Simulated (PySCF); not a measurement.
Crystal: N2BH5, in a box.

```xyz
8
Lattice="13.0000 0.0000 0.0000 0.0000 13.0000 0.0000 0.0000 0.0000 12.0000" Properties=species:S:1:pos:R:3 pbc="T T T"
N     5.4170    7.1972    5.4992
B     6.5822    7.0673    6.2807
N     7.2363    5.8355    6.4817
H     4.9613    6.4362    5.0269
H     4.9641    8.0816    5.3666
H     7.0377    8.0493    6.7982
H     8.0647    5.7609    7.0412
H     6.9331    4.9604    6.0919
```

Base run:

| Quantity | Value |
| --- | --- |
| Program | PySCF 2.14.0 |
| Functional | LDA |
| Potentials or basis | cc-pvdz (all-electron) |
| k mesh | 1 × 1 × 1 |
| Occupations | fixed |
| Spin | no spin polarisation |

Its results: gap between the frontier levels 6.26 eV.

Problem. After a change of settings the same cell gave: gap between the frontier levels 7.37 eV. Which change was it?
A. functional from LDA to SCAN0
B. functional from LDA to PBEsol; dispersion from none to D3(BJ)
C. functional from LDA to M06-L; dispersion from none to D4

Solution. C.

Caveats: this is a molecule in a periodic box at the Γ point, so its band gap is the HOMO-LUMO gap; the basis of atomic orbitals isn't converged, which shifts pressures, moduli and gaps.

Not every run made on this cell is shown here.
